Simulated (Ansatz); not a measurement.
Run this with Ansatz 0.2.0, Python API and show what comes out.

Contents of `bepd.vasp`:
```text
BePd
1.0
   2.81300000    0.00000000    0.00000000
   0.00000000    2.81300000    0.00000000
   0.00000000    0.00000000    2.81300000
Be Pd
1 1
Direct
   0.00000000    0.00000000    0.00000000
   0.50000000    0.50000000    0.50000000
```

The script, `run_fold.py`:
```python
import ansatz as az
from ase.io import read


def main() -> None:
    atoms = read('bepd.vasp', format='vasp')
    structure = az.Crystal.from_ase(atoms)

    mesh = (8, 8, 8)
    rows = []
    for repeats in [(1, 1, 1), (1, 2, 1), (2, 2, 1)]:
        job = (
            structure.supercell(*repeats).calculation()
            .functional('PBEsol')
            .pseudopotentials('paw')
            .basis(470)
            .occupations('fermi_dirac', width=100 * az.meV)
            .kpoints(*(k // n for k, n in zip(mesh, repeats)))
        )
        report = job.run().report
        n = len(report['lattice']['sites'])
        rows.append((repeats, n, report['free_energy_ev'] / n, report['fermi_energy_ev'], report['n_kpoints'], report['n_symmetry_ops']))
    print('       repeats           atoms       F/atom eV  Fermi level eV        k-points  symmetry operations')
    for row in rows:
        print(f'{str(row[0]):>14s}  {row[1]:14d}  {row[2]:14.5f}  {row[3]:14.4f}  {row[4]:14d}  {row[5]:19d}')


if __name__ == '__main__':
    main()
```

```console
$ python run_fold.py
       repeats           atoms       F/atom eV  Fermi level eV        k-points  symmetry operations
     (1, 1, 1)               2     -3499.13325         16.7272              35                   48
     (1, 2, 1)               4     -3499.13325         16.7272              45                   32
     (2, 2, 1)               8     -3499.13325         16.7272              30                   64
```

Absolute energies stand on the zero of these potentials, so only differences at equal settings mean something. The run is spin-unpolarised. The mesh is modest for a metal, so energies can be off by several to tens of meV an atom and pressures by half a GPa or more; differences at equal mesh fare better. The structure is a deposited one; some such entries were measured under pressure or heat, so a shift against it needn't be the functional's error alone. The count of operations in a supercell holds its pure translations too, and an uneven repeat can lower the point group. Wall time of the script: 9 s on 1 thread of Arm Neoverse V1, on a shared host, peak memory 0.5 GiB.

(Lines on the test bed's own set-up are left out of the output.)
